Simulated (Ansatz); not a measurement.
**CH₄ClFGeS: a ladder of functionals and wavefunction methods**

The task here is to estimate one member of a computed series from the others.

Computed with Ansatz 0.2.0, Gaussian basis. Level: functionals in def2-TZVPP, the program's frozen cores in correlated methods.

Levels to be run: LDA (SPW92), PBE-D4, revPBE-D4, BLYP-D4, r2SCAN-D4, B97M-V, PBE0-D4, B3LYP-D4, r2SCANh-D4, r2SCAN0-D4, HSE06-D4, BHLYP-D4, CAM-B3LYP-D4, LC-ωPBE, ωB97X-V, ωB97M-V, B2PLYP, PBE-QIDH; CCSD(T)/def2-SVP; CCSD(T)/def2-TZVPP; MP2/def2-QZVPP; extrapolation to the limit; RPA on PBE.

## Structure used throughout

The geometry comes from an earlier relaxation with PBE0-D4 in a triple-zeta def2 set; it is a stationary point, not always the lowest conformer.

SMILES `C[S][GeH]([F])[Cl]`, 9 atoms, charge 0, spin multiplicity 1.

Atoms are counted from 1 here; the program's logs count them from 0.

Bond lengths: C1–S2 1.818 Å, C1–H6 1.089 Å, C1–H7 1.090 Å, C1–H8 1.090 Å, S2–Ge3 2.184 Å, Ge3–F4 1.726 Å, Ge3–Cl5 2.143 Å, Ge3–H9 1.532 Å. Angles: S2–C1–H6 111.0°, S2–C1–H7 111.7°, S2–C1–H8 105.7°, H6–C1–H7 110.5°, H6–C1–H8 109.1°, H7–C1–H8 108.7°, C1–S2–Ge3 98.5°, S2–Ge3–F4 105.7°, S2–Ge3–Cl5 111.0°, S2–Ge3–H9 117.1°, F4–Ge3–Cl5 107.1°, F4–Ge3–H9 107.9°, Cl5–Ge3–H9 107.5°.

The first run:

File in.yaml:

```yaml
crystal:
  periodic: [false, false, false]
  atoms:
    - {symbol: C, position_ang: [0.306079, 0.960691, 1.211038]}
    - {symbol: S, position_ang: [0.843793, -0.733997, 0.831750]}
    - {symbol: Ge, position_ang: [-0.088942, -0.935405, -1.133291]}
    - {symbol: F, position_ang: [0.118940, -2.588796, -1.582623]}
    - {symbol: Cl, position_ang: [-2.198047, -0.573852, -1.024302]}
    - {symbol: H, position_ang: [-0.780529, 1.028273, 1.238647]}
    - {symbol: H, position_ang: [0.714763, 1.681606, 0.503394]}
    - {symbol: H, position_ang: [0.701730, 1.181511, 2.201893]}
    - {symbol: H, position_ang: [0.470813, -0.066330, -2.263606]}
basis:
  gaussian: {orbitals: def2-TZVPP}
hamiltonian: {xc: lda}
output: {orbitals: {seedname: orbitals}}
```

Launch:

```sh
$ ansatz run in.yaml --threads 4 --pin off --events-out ev --progress --plain --max-ram 10444MiB
```

Steps of the session up to this table: LDA; PBE-D4 (GGA); revPBE-D4 (GGA); BLYP-D4 (GGA); r2SCAN-D4 (meta-GGA); B97M-V (meta-GGA); B3LYP-D4 (hybrid); r2SCANh-D4 (hybrid); r2SCAN0-D4 (hybrid); HSE06-D4 (hybrid); BHLYP-D4 (hybrid); CAM-B3LYP-D4 (range-separated); LC-ωPBE (range-separated); ωB97X-V (range-separated); ωB97M-V (range-separated); B2PLYP (double hybrid); PBE-QIDH (double hybrid).

One table of the session follows, with a row left open; its other results are not shown here.

It belongs to the step «Orbital energies across the functionals». 

```
  functional  HOMO (eV)  gap (eV)
 LDA (SPW92)      -6.41      4.39
      PBE-D4      -6.30      4.54
   revPBE-D4      -6.25      4.60
     BLYP-D4      -6.14      4.45
   r2SCAN-D4      -6.58      5.06
      B97M-V      -6.68      5.17
     PBE0-D4      -7.56      6.71
    B3LYP-D4      -7.31      6.19
  r2SCANh-D4          ?         ?
  r2SCAN0-D4      -7.74      7.03
    HSE06-D4      -7.15      5.94
    BHLYP-D4      -8.67      8.78
CAM-B3LYP-D4      -8.88      9.07
     LC-ωPBE     -10.28     11.68
     ωB97X-V      -9.92     11.20
     ωB97M-V      -9.75     10.84
```

Estimate the missing values for r2SCANh-D4.

Worked estimate for «HOMO (eV)». Against the share of exact exchange, r2SCAN-D4 (0, -6.58), r2SCAN0-D4 (0.25, -7.74) give a slope of -4.64 per unit share; at 0.1 the line stands at -7.04.

**Answer.** HOMO (eV): -7.04; gap (eV): 5.85. In «HOMO (eV)» the line misses by 0.00.
